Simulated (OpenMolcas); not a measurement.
# HF/3-21G run of C3H11AlO (SMILES C[Al-](C)(C)[OH2+])

Aim: an optimisation with harmonic vibrations of C3H11AlO. 

The results are computed with OpenMolcas 26.06.

1 further run of the same task is left out (set aside as unsound or not needed).

### Step 1. The molecule

C3H11AlO has 16 atoms, charge 0, and is taken as a singlet. SMILES: `C[Al-](C)(C)[OH2+]`. The shape is that of a PBE0-D4/def2-TZVP optimisation. This is one conformer, not always the lowest. The run starts from this shape.

Bond lengths: C1–Al2 1.979 Å, Al2–C3 1.979 Å, Al2–C4 1.966 Å, Al2–O5 2.056 Å, C1–H6 1.097 Å, C1–H7 1.096 Å, C1–H8 1.097 Å, C3–H9 1.097 Å, C3–H10 1.097 Å, C3–H11 1.096 Å, C4–H12 1.095 Å, C4–H13 1.096 Å, C4–H14 1.095 Å, O5–H15 0.964 Å, O5–H16 0.964 Å. Some angles: C1–Al2–C3 117.8°, C1–Al2–C4 117.9°, C1–Al2–O5 96.3°, C3–Al2–C4 118.0°, C3–Al2–O5 96.3°, C4–Al2–O5 102.6°, Al2–C1–H6 113.5°, Al2–C1–H7 110.5°, Al2–C1–H8 113.0°, Al2–C3–H9 113.0°.

### Step 2. An optimisation with harmonic vibrations at HF/3-21G

File mol.xyz:

```xyz
16

C     -0.637980     0.723110    -1.712710
Al     0.085580    -0.140530    -0.085580
C      1.698930     0.654370     0.740480
C     -0.210750    -2.071140     0.142530
O     -1.268240     0.678630     1.227590
H     -0.585750     1.818080    -1.686750
H     -0.069050     0.414640    -2.597260
H     -1.679210     0.445600    -1.917720
H      1.843550     0.343900     1.782560
H      1.707300     1.750610     0.717030
H      2.601530     0.334090     0.207600
H     -0.016600    -2.405220     1.167190
H      0.454110    -2.651670    -0.507280
H     -1.233710    -2.369370    -0.110180
H     -0.808840     1.221910     1.877580
H     -1.880870     1.252980     0.754900
```

File calc.inp:

```
* C3H11AlO Hartree-Fock
&GATEWAY
BasLib=$CurrDir
Coord=mol.xyz
Basis=3-21G
Group=NoSym
>>> EXPORT MOLCAS_MAXITER=50
>>> Do While
&SEWARD
&SCF
PrOrbitals=0
&SLAPAF
>>> EndDo
>>> COPY $Project.Opt.xyz $CurrDir/final.xyz
>>> COPY $Project.slapaf.h5 $CurrDir/final.slapaf.h5
&MCKINLEY
&MCLR
Thermochemistry
1
1.0
298.15
End of PT
```

The basis set 3-21G is read from a file made from the Basis Set Exchange's data (not shown).

Command:

```console
$ export MOLCAS_MEM=1860
$ pymolcas calc.inp > calc.log
```

Output:

```text
--- Start Module: gateway ---

                                              &GATEWAY

                       available to each process: 1.9 GB of memory, 1 thread

 Basis Set     1 Label: C.3-21G
 Basis set is read from library:.
 basistype.tbl is not found

 Basis Set     2 Label: AL.3-21G
 Basis set is read from library:.
 basistype.tbl is not found

 Basis Set     3 Label: C.3-21G
 Basis set is read from library:.
 basistype.tbl is not found

 Basis Set     4 Label: O.3-21G
 Basis set is read from library:.
 basistype.tbl is not found

 Basis Set     5 Label: H.3-21G
 Basis set is read from library:.
 basistype.tbl is not found

++    Symmetry information:
      ---------------------

                    Character Table for C1

                             E
                    a        1  x, y, xy, Rz, z, xz, Ry, yz, Rx, I
--

++    Basis set information:
      ----------------------

      Basis set label: C.3-21G.........

      Electronic valence basis set:
      ------------------
      Associated Effective Charge   6.000000 au
      Associated Actual Charge      6.000000 au
      Nuclear Model: Point charge

      Shell  nPrim  nBasis  Cartesian Spherical Contaminant
         s       6       3        X
         p       3       2        X

      Basis set label: AL.3-21G.........

      Electronic valence basis set:
      ------------------
      Associated Effective Charge  13.000000 au
      Associated Actual Charge     13.000000 au
      Nuclear Model: Point charge

      Shell  nPrim  nBasis  Cartesian Spherical Contaminant
         s       9       4        X
         p       6       3        X

      Basis set label: C.3-21G.........

      Electronic valence basis set:
      ------------------
      Associated Effective Charge   6.000000 au
      Associated Actual Charge      6.000000 au
      Nuclear Model: Point charge

      Shell  nPrim  nBasis  Cartesian Spherical Contaminant
         s       6       3        X
         p       3       2        X

      Basis set label: O.3-21G.........

      Electronic valence basis set:
      ------------------
      Associated Effective Charge   8.000000 au
      Associated Actual Charge      8.000000 au
      Nuclear Model: Point charge

      Shell  nPrim  nBasis  Cartesian Spherical Contaminant
         s       6       3        X
         p       3       2        X

      Basis set label: H.3-21G.........

      Electronic valence basis set:
      ------------------
      Associated Effective Charge   1.000000 au
      Associated Actual Charge      1.000000 au
      Nuclear Model: Point charge

      Shell  nPrim  nBasis  Cartesian Spherical Contaminant
         s       3       2        X
--

++    Molecular structure info:
      -------------------------

                    ************************************************
                    **** Cartesian Coordinates / bohr, angstrom ****
                    ************************************************

     Center  Label                x              y              z                     x              y              z
        1      C1              -1.205607       1.366480      -3.236553             -0.637980       0.723110      -1.712710
        2      AL2              0.161723      -0.265563      -0.161723              0.085580      -0.140530      -0.085580
        3      C3               3.210512       1.236580       1.399304              1.698930       0.654370       0.740480
[... 12 lines of this table left out ...]
       16      H16             -3.554329       2.367789       1.426554             -1.880870       1.252980       0.754900

                    *************************************************
                    **** InterNuclear Distances / bohr, angstrom ****
                    *************************************************

     Atom centers         bohr        angstrom
   16 H16       5 O5      1.821042        0.963654
   15 H15       5 O5      1.821100        0.963685
   12 H12       4 C4      2.069429        1.095094
   14 H14       4 C4
   11 H11       3 C3      2.071149        1.096005
    7 H7        1 C1      2.071181        1.096022
   13 H13       4 C4      2.071218        1.096041
    6 H6        1 C1      2.072127        1.096522
   10 H10       3 C3
    8 H8        1 C1      2.072850        1.096905
    9 H9        3 C3      2.072882        1.096922
   16 H16      15 H15     2.934024        1.552618
[... 22 lines of this table left out ...]
    6 H6        2 AL2     4.946092        2.617359
   10 H10       2 AL2
   15 H15       9 H9      5.282825        2.795551
   16 H16       8 H8      5.289690        2.799183
   15 H15       3 C3      5.312789        2.811407
   16 H16       1 C1      5.316360        2.813296
   15 H15      10 H10     5.330689        2.820879
   16 H16       6 H6      5.331014        2.821051
--

            Nuclear Potential Energy            235.99917715 au

--- Stop Module: gateway /rc=_RC_ALL_IS_WELL_ ---

>>> EXPORT MOLCAS_MAXITER = 50

--- Start Module: seward ---

                                              &SEWARD

                       available to each process: 1.9 GB of memory, 1 thread

               SEWARD will generate:
                  Multipole Moment integrals up to order  2
                  Kinetic Energy integrals
                  Nuclear Attraction integrals (point charge)
                  One-Electron Hamiltonian integrals
                  Velocity integrals
                  Orbital angular momentum around ( -0.1561  -0.0232   0.1480 )
                  Velocity quadrupole around ( -0.1561  -0.0232   0.1480 )
                  Two-Electron Repulsion integrals

[... 75 lines left out ...]
                                   SCF        iterations: Energy and convergence statistics
[... 19 lines left out ...]
 *                                                       Final Results                                                       *
[... 162 lines left out ...]
 Convergence criterion on gradient/para.<=: 3.0E-04
[... 19 lines left out ...]
  force constant weighted redundant internal coordinates.
[... 28 lines left out ...]
 Convergence not reached yet!
[... 97 lines left out ...]
 Convergence not reached yet!
[... 70 lines left out ...]
 Convergence not reached yet!
[... 71 lines left out ...]
 Convergence not reached yet!
[... 72 lines left out ...]
 Convergence not reached yet!
[... 73 lines left out ...]
 Convergence not reached yet!
[... 74 lines left out ...]
 Convergence not reached yet!
[... 72 lines left out ...]
 Convergence not reached yet!
[... 72 lines left out ...]
 Convergence not reached yet!
[... 72 lines left out ...]
 Convergence not reached yet!
[... 72 lines left out ...]
 Convergence not reached yet!
[... 72 lines left out ...]
 Convergence not reached yet!
[... 72 lines left out ...]
 Convergence not reached yet!
[... 72 lines left out ...]
 Convergence not reached yet!
[... 72 lines left out ...]
 Convergence not reached yet!
[... 72 lines left out ...]
 Convergence not reached yet!
[... 72 lines left out ...]
 Convergence not reached yet!
[... 72 lines left out ...]
 Convergence not reached yet!
[... 76 lines left out ...]
      Perturbation no:   11 converged in    6 steps.
[... 29 lines left out ...]
      Perturbation no:   14 converged in    6 steps.
[... 28 lines left out ...]
      Perturbation no:   17 converged in    6 steps.
[... 26 lines left out ...]
      Perturbation no:   20 converged in    5 steps.
[... 28 lines left out ...]
      Perturbation no:   23 converged in    5 steps.
[... 26 lines left out ...]
      Perturbation no:   26 converged in    5 steps.
[... 28 lines left out ...]
      Perturbation no:   29 converged in    6 steps.
[... 27 lines left out ...]
      Perturbation no:   32 converged in    5 steps.
[... 27 lines left out ...]
      Perturbation no:   35 converged in    6 steps.
[... 29 lines left out ...]
      Perturbation no:   38 converged in    6 steps.
[... 29 lines left out ...]
      Perturbation no:   41 converged in    6 steps.
[... 26 lines left out ...]
      Perturbation no:   44 converged in    5 steps.
[... 26 lines left out ...]
      Perturbation no:   47 converged in    5 steps.
[... 30 lines left out ...]
      Perturbation no:   50 converged in    7 steps.
[... 648 lines left out ...]
 Thermal contributions to INTERNAL ENERGY:
[... 1204 lines left out ...]
                        31        32        33        34        35        36

            Freq.    1183.67   1183.87   1184.02   1188.18   1188.94   1189.27

                        37        38        39        40        41        42

            Freq.    1314.63   2248.87   2249.29   2251.50   2351.24   2352.25

                        43        44        45        46        47        48

            Freq.    2358.45   2359.85   2361.35   2362.65   2784.44   2938.51

 Masses:
 =======
  12  27  12  12  16   3   3   3   3   3   3   3   3   3   3   3

 Frequencies:
 ============
                         1         2         3         4         5         6

            Freq.     i26.63     i0.57      0.02      0.03      0.06      0.75

                         7         8         9        10        11        12

            Freq.       1.58     51.04     57.84     61.59    109.90    122.29

                        13        14        15        16        17        18

            Freq.     139.50    152.03    156.29    283.23    383.13    406.11

                        19        20        21        22        23        24

            Freq.     429.07    447.15    473.73    498.42    517.94    524.33

                        25        26        27        28        29        30

            Freq.     626.46    668.31    677.61    975.25    983.70    984.51

                        31        32        33        34        35        36

            Freq.     986.05    987.93    989.08    989.87    990.62    991.56

                        37        38        39        40        41        42

            Freq.    1116.58   1867.79   1867.80   1869.22   2001.87   2003.51

                        43        44        45        46        47        48

            Freq.    2008.12   2009.99   2011.62   2012.28   2313.78   2489.02

 Masses:
 =======
  13  27  13  13  16   1   1   1   1   1   1   1   1   1   1   1

 Frequencies:
 ============
                         1         2         3         4         5         6

            Freq.     i42.13     i0.69      0.03      0.03      0.07      0.91

                         7         8         9        10        11        12

            Freq.       1.91     88.19     98.50    105.04    141.95    159.57

                        13        14        15        16        17        18

            Freq.     185.79    200.44    209.51    388.91    457.90    530.79

                        19        20        21        22        23        24

            Freq.     593.53    651.33    651.53    670.36    723.69    762.92

                        25        26        27        28        29        30

            Freq.     835.76    842.30    855.32   1408.88   1409.13   1413.65

                        31        32        33        34        35        36

            Freq.    1629.35   1629.80   1630.98   1639.00   1640.10   1640.67

                        37        38        39        40        41        42

            Freq.    1780.75   3128.58   3129.58   3134.58   3173.72   3175.45

                        43        44        45        46        47        48

            Freq.    3183.38   3183.54   3186.65   3189.16   3872.38   3997.35

 Masses:
 =======
  14  27  14  14  16   1   1   1   1   1   1   1   1   1   1   1

 Frequencies:
 ============
                         1         2         3         4         5         6

            Freq.     i41.95     i0.68      0.03      0.03      0.06      0.90

                         7         8         9        10        11        12

            Freq.       1.88     88.18     98.39    105.01    139.53    156.54

                        13        14        15        16        17        18

            Freq.     183.57    198.37    207.93    388.43    456.09    517.47

                        19        20        21        22        23        24

            Freq.     591.06    641.47    642.57    667.09    718.94    758.58

                        25        26        27        28        29        30

            Freq.     829.67    836.13    849.85   1400.03   1400.28   1405.18

                        31        32        33        34        35        36

            Freq.    1626.37   1626.85   1628.04   1636.34   1637.46   1638.07

                        37        38        39        40        41        42

            Freq.    1780.74   3125.46   3126.49   3131.81   3164.71   3166.57

                        43        44        45        46        47        48

            Freq.    3174.22   3174.28   3177.52   3180.09   3872.38   3997.35

 Masses:
 =======
  12  27  12  12  18   1   1   1   1   1   1   1   1   1   1   1

 Frequencies:
 ============
                         1         2         3         4         5         6

            Freq.     i42.09     i0.71      0.03      0.03      0.07      0.92

                         7         8         9        10        11        12

            Freq.       1.92     88.19     98.62    104.96    142.91    162.23

                        13        14        15        16        17        18

            Freq.     187.32    200.87    209.49    383.55    445.14    545.79

                        19        20        21        22        23        24

            Freq.     592.53    661.90    662.27    674.07    728.61    765.66

                        25        26        27        28        29        30

            Freq.     842.63    849.15    860.75   1419.31   1419.57   1423.64

                        31        32        33        34        35        36

            Freq.    1632.81   1633.21   1634.38   1642.09   1643.16   1643.69

                        37        38        39        40        41        42

            Freq.    1771.91   3132.17   3133.14   3137.84   3184.34   3185.95

                        43        44        45        46        47        48

            Freq.    3194.12   3194.40   3197.39   3199.84   3865.44   3979.59

 Masses:
 =======
  12  27  12  12  17   1   1   1   1   1   1   1   1   1   1   1

 Frequencies:
 ============
                         1         2         3         4         5         6

            Freq.     i42.20     i0.71      0.03      0.03      0.07      0.93

                         7         8         9        10        11        12

            Freq.       1.93     88.19     98.62    105.01    143.71    162.52

                        13        14        15        16        17        18

            Freq.     187.72    201.77    210.31    386.31    451.89    545.89

                        19        20        21        22        23        24

            Freq.     594.09    661.91    662.28    674.08    728.86    766.70

                        25        26        27        28        29        30

            Freq.     842.65    849.23    861.13   1419.31   1419.57   1423.64

                        31        32        33        34        35        36

            Freq.    1632.81   1633.21   1634.38   1642.09   1643.17   1643.69

                        37        38        39        40        41        42

            Freq.    1776.07   3132.17   3133.14   3137.84   3184.34   3185.95

                        43        44        45        46        47        48

            Freq.    3194.12   3194.40   3197.39   3199.84   3868.69   3987.94

--

      The response parameters are written to the file RESP.
--- Stop Module: mclr /rc=_RC_ALL_IS_WELL_ ---
--- Module mclr spent 7 seconds ---

.##################.
.# Happy landing! #.
.##################.

    Timing: Wall=113.48 User=91.27 System=20.77
```

Wall time 1.9 min (1 thread of Intel Xeon Platinum 8259CL at 2.50GHz (Skylake/Cascade Lake), shared host); peak memory 0.43 GiB.

### Step 3. Results

Level: HF/3-21G.

| quantity | value |
| --- | --- |
| total energy | -434.45347 Eh |
| dipole moment | 5.76 D |
| HOMO energy | -9.44 eV |
| LUMO energy | 4.26 eV |
| HOMO–LUMO gap | 13.70 eV |
| lowest harmonic wavenumber | 42i cm⁻¹ (imaginary) |
| highest harmonic wavenumber | 3997 cm⁻¹ |

What this shows: At the final geometry: Bond lengths: C1–Al2 2.014 Å, Al2–C3 2.014 Å, Al2–C4 2.011 Å, Al2–O5 1.957 Å, C1–H6 1.090 Å, C1–H7 1.090 Å, C1–H8 1.092 Å, C3–H9 1.092 Å, C3–H10 1.090 Å, C3–H11 1.090 Å, C4–H12 1.090 Å, C4–H13 1.090 Å, C4–H14 1.090 Å, O5–H15 0.965 Å, O5–H16 0.965 Å. Some angles: C1–Al2–C3 117.3°, C1–Al2–C4 116.8°, C1–Al2–O5 98.4°, C3–Al2–C4 116.8°, C3–Al2–O5 98.4°, C4–Al2–O5 103.7°, Al2–C1–H6 111.9°, Al2–C1–H7 110.8°, Al2–C1–H8 113.1°, Al2–C3–H9 113.1°. 1 mode is imaginary (lowest 42i cm⁻¹): a first-order saddle point. Mulliken charges run from -1.08 on C1 to +1.47 on Al2; they depend strongly on the basis.
